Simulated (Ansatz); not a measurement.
Al, space group Im-3m, a phonon calculation by linear response

Program: Ansatz's Python interface.

The cells in order, each with its output:

In [1]:
```python
from pathlib import Path

import ansatz as az
from ase import Atoms
import numpy as np
```

In [2]:
```python
FUNCTIONAL = "lda"
OCCUPATIONS = "fermi_dirac"
KMESH = (14, 14, 14)
```

In [3]:
```python
atoms = Atoms(
    ["Al"],
    scaled_positions=[
        (0.0, 0.0, 0.0),
    ],
    cell=[
        (-1.591219, 1.591219, 1.591219),
        (1.591219, -1.591219, 1.591219),
        (1.591219, 1.591219, -1.591219),
    ],
    pbc=True,
)
cell = az.Crystal.from_ase(atoms)

len(cell.resolved().sites)
```
Out [3]:
```text
1
```

In [4]:
```python
job = (
    cell.calculation()
    .functional(FUNCTIONAL)
    .occupations(OCCUPATIONS)
    .kpoints(*KMESH)
    .phonons("dfpt", points=[(0, 0, 0), (0, 0, 0.5), (0.5, 0.5, 0)])
)
outcome = job.run(threads=1, runs_dir="runs")
ph = outcome.phonons

for q in ph.qpoints:
    print("q =", np.round(q.q_frac, 3), "1/cm:", " ".join(f"{w:.1f}" for w in q.omega_inv_cm))
```
```text
DeckWarning: basis.ecutwfc = 420 eV, auto-derived from the records' recommended cutoffs: set by Al (normal level)
RunWarning: eigensolver did not converge (k=1): 1 band(s) unlocked after 20 sweeps at ethr=1.00e-12 eV (lowest unlocked band 5, counted from 0; max residual 2.03e-3 eV among the unlocked bands, 2.03e-3 eV over every band); it also stands for any lines of this kind, at other spin channels or k-points, that are folded [...]
q = [0. 0. 0.] 1/cm: -0.0 -0.0 -0.0
q = [0.  0.  0.5] 1/cm: -110.9 209.8 315.1
q = [0.5 0.5 0. ] 1/cm: -110.9 209.8 315.1
```

Reading the output:
- The cell isn't relaxed first, so the values belong to this volume.
- A negative frequency stands for an imaginary mode.
- This isn't the structure that Al takes at ambient conditions.
- Warnings are shown shortened and without file and line.
- The structure is taken as given; imaginary modes can come from an unrelaxed or unstable start. Phonons of metals also depend on mesh and smearing.
- Processor time in the engine: 12 s on 1 thread of Intel(R) Xeon(R) Processor @ 2.30GHz (shared host), peak memory 0.63 GiB.
